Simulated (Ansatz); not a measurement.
# AlH3S (SMILES [AlH2][SH]): HF/3-21G

Aim: the electronic atomisation energy of AlH3S at HF/3-21G, from 4 runs. 

The calculation is run with Ansatz 0.2.0.

48 further runs of the same task are left out: 48 set aside as unsound or not needed.

### Step 1. The system as given

The species is AlH3S (5 atoms), meant as a singlet with charge 0. As SMILES, `[AlH2][SH]`. The coordinates come from a PBE0-D4/def2-TZVP relaxation.

Bond lengths: Al1–S2 2.181 Å, Al1–H3 1.579 Å, Al1–H4 1.581 Å, S2–H5 1.344 Å. Angles: Al1–S2–H5 93.7°, S2–Al1–H3 116.5°, S2–Al1–H4 118.9°, H3–Al1–H4 124.6°.

### Step 2. The energy at HF/3-21G

Input file run.yaml:

```yaml
basis:
  gaussian:
    orbitals: 3-21G.json
crystal:
  periodic: [false, false, false]
  atoms:
    - {symbol: Al, position_ang: [-0.616100, -0.064200, -0.181700]}
    - {symbol: S, position_ang: [1.129100, -0.343100, 1.096600]}
    - {symbol: H, position_ang: [-1.981700, -0.650100, 0.351100]}
    - {symbol: H, position_ang: [-0.441100, 0.696000, -1.556400]}
    - {symbol: H, position_ang: [1.959700, 0.287800, 0.249000]}
hamiltonian:
  xc: hf
accuracy: high
output: {orbitals: {seedname: orbitals}}
```

The basis set 3-21G is read from a file made from the Basis Set Exchange's data (not shown).

Started as:

```console
ansatz run run.yaml --threads 1 --pin off --max-ram 3480MiB --events-out events.jsonl --progress --plain --runs-dir runs
```

What it wrote:

```text
Warning: RAYON_NUM_THREADS=1 ignored (pool sized by the plan → 1); use --threads N
Functional definition: HF
  name "HF"
  exchange = exact_x
  correlation = 0
685 factors; integrals over basis functions are off by at most 3.2e-9 eV
mean field evaluation 1: about -17357.5179 eV, gradient 1.3e1 eV
mean field evaluation 2: about -17357.5203 eV, gradient 1.3e1 eV
mean field evaluation 4: about -17358.2999 eV, gradient 1.0e0 eV
mean field evaluation 8: about -17358.3057 eV, gradient 2.7e-4 eV
mean field -17358.30572721 eV, -637.9059695928 hartree, gradient 1.4e-8 eV, S^2 0.000000; 0 other end points of the search recorded, 0 dependent functions left out
reference -17358.30572721 eV, -637.9059695928 hartree; 16, 16 occupied and 16, 16 virtual orbitals, 685 factors
Total energy: -17358.30572721 eV, -637.9059695928 hartree
```

It took 0.24 s on 1 thread of Arm Neoverse V1, shared host.

### Step 3. The Al atom at the same level

Input file molecule.yaml:

```yaml
crystal:
  periodic: [false, false, false]
  atoms:
    - {symbol: Al, position_ang: [0.000000, 0.000000, 0.000000]}
basis:
  gaussian: {orbitals: 3-21G.json}
magnetization: {spin_polarized: true, initial_magnetization: 1}
hamiltonian: {xc: hf}
accuracy: high
```

The basis set 3-21G is read from a file made from the Basis Set Exchange's data (not shown).

Run the same way, it converges to -240.55105 Eh (log not shown).

### Step 4. The H atom at the same level

Input file job.yaml:

```yaml
basis:
  gaussian:
    orbitals: 3-21G.json
crystal:
  periodic: [false, false, false]
  atoms:
    - {symbol: H, position_ang: [0.000000, 0.000000, 0.000000]}
magnetization:
  spin_polarized: true
  initial_magnetization: 1
hamiltonian:
  xc: hf
accuracy: high
```

The basis set 3-21G is read from a file made from the Basis Set Exchange's data (not shown).

Started as:

```console
ansatz run job.yaml --threads 1 --pin off --max-ram 3480MiB --events-out events.jsonl --progress --plain --runs-dir runs
```

What it wrote:

```text
Warning: RAYON_NUM_THREADS=1 ignored (pool sized by the plan → 1); use --threads N
[... 4 set-up lines as earlier in the session ...]
3 factors; integrals over basis functions are off by at most 1.3e-8 eV
mean field evaluation 1: about -13.4868 eV, gradient 1.3e0 eV
mean field evaluation 2: about -13.4868 eV, gradient 1.3e0 eV
mean field evaluation 4: about -13.5023 eV, gradient 2.1e-5 eV
mean field evaluation 8: about -13.5023 eV, gradient 1.0e-12 eV
mean field -13.50225274 eV, -0.4961986360 hartree, gradient 4.5e-8 eV, S^2 0.750000; 0 other end points of the search recorded, 0 dependent functions left out
reference -13.50225274 eV, -0.4961986360 hartree; 1, 0 occupied and 1, 2 virtual orbitals, 3 factors
Total energy: -13.50225274 eV, -0.4961986360 hartree
```

Run time: 0.04 s. Hardware: 1 thread of Arm Neoverse V1, shared host.

### Step 5. The S atom at the same level

Input file job.yaml:

```yaml
basis:
  gaussian:
    orbitals: 3-21G.json
crystal:
  periodic: [false, false, false]
  atoms:
    - {symbol: S, position_ang: [0.000000, 0.000000, 0.000000]}
magnetization:
  spin_polarized: true
  initial_magnetization: 2
hamiltonian:
  xc: hf
accuracy: high
```

The basis set 3-21G is read from a file made from the Basis Set Exchange's data (not shown).

Started as:

```console
ansatz run job.yaml --threads 1 --pin off --max-ram 3480MiB --events-out events.jsonl --progress --plain --runs-dir runs
```

What it wrote:

```text
Warning: RAYON_NUM_THREADS=1 ignored (pool sized by the plan → 1); use --threads N
[... 4 set-up lines as earlier in the session ...]
78 factors; integrals over basis functions are off by at most 2.3e-9 eV
mean field evaluation 1: about -10763.4184 eV, gradient 2.8e0 eV
mean field evaluation 2: about -10763.4282 eV, gradient 2.8e0 eV
mean field evaluation 4: about -10763.4987 eV, gradient 3.0e-1 eV
mean field evaluation 8: about -10763.5002 eV, gradient 1.1e-2 eV
mean field evaluation 16: about -10763.5002 eV, gradient 4.3e-8 eV
mean field evaluation 32: about -10763.4924 eV, gradient 8.6e-1 eV
mean field -10763.50017128 eV, -395.5513355319 hartree, gradient 4.3e-8 eV, S^2 2.000776; 0 other end points of the search recorded, 0 dependent functions left out
reference -10763.50017128 eV, -395.5513355319 hartree; 9, 7 occupied and 4, 6 virtual orbitals, 78 factors
Total energy: -10763.50017128 eV, -395.5513355319 hartree
```

It took 0.06 s on 1 thread of Arm Neoverse V1, shared host.

### Step 6. Summary of results

Level: HF/3-21G.

| quantity | value |
| --- | --- |
| molecule: total energy | -637.90597 Eh |
| molecule: HOMO energy | -10.64 eV |
| molecule: LUMO energy | 1.03 eV |
| molecule: HOMO–LUMO gap | 11.66 eV |
| Al atom: total energy | -240.55105 Eh |
| Al atom: ⟨S²⟩ | 0.750 |
| H atom: total energy | -0.49620 Eh |
| H atom: ⟨S²⟩ | 0.750 |
| S atom: total energy | -395.55134 Eh |
| S atom: ⟨S²⟩ | 2.001 |
| electronic atomisation energy | 8.571 eV |

**Reading.** Taking the molecule apart into free atoms costs 8.57 eV (198 kcal/mol), before zero-point energy and without spin-orbit coupling. Hartree–Fock lacks the correlation of the bonding pairs, which as a rule makes this value much too low; in minimal bases other errors can mask that. The basis has no polarisation functions, which makes bonds too weak.
